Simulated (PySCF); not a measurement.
# H6N2Sn2 (cyclo-(H2SnNH)2): the cost of one run

Computed with PySCF 2.14.0 and routines of our own; the level stands in each step. Atoms count from 0.

### 1 The system as given

10 atoms, charge 0, multiplicity 1; geometry from: GFN2-xTB.

### 2 Optimising the geometry at PBE0-D3(BJ)/def2-SVP

What the job is given:

```
{"job": {"xc": "PBE0", "basis": "def2-SVP", "d3": "d3bj", "grid": 1, "maxiter": 30, "shake": 0.03, "kind": "geom"}, "charge": 0, "multiplicity": 1}
Sn     0.951920    -0.498790    -1.130240
H      0.816510     0.256960    -2.660020
H      1.990680    -1.660340    -1.044480
N      0.953770     1.030320     0.271520
Sn    -0.931480     0.453940     1.064830
H     -0.942830    -0.165650     2.654640
H     -2.010870     1.683120     0.888990
N     -0.949830    -0.783620    -0.500840
H      1.650630     1.338580     0.869720
H     -1.403860    -1.731250    -0.409710
```

Run with:

```console
> OMP_NUM_THREADS=1 python heavy_run.py task.json out
```

The driver reads the jobs from task.json and runs them one after another.

Q: Estimate the wall time and peak memory of this first job on 1 thread of AMD EPYC 9B45, shared host.

About 51 s, with a peak of 0.44 GiB.
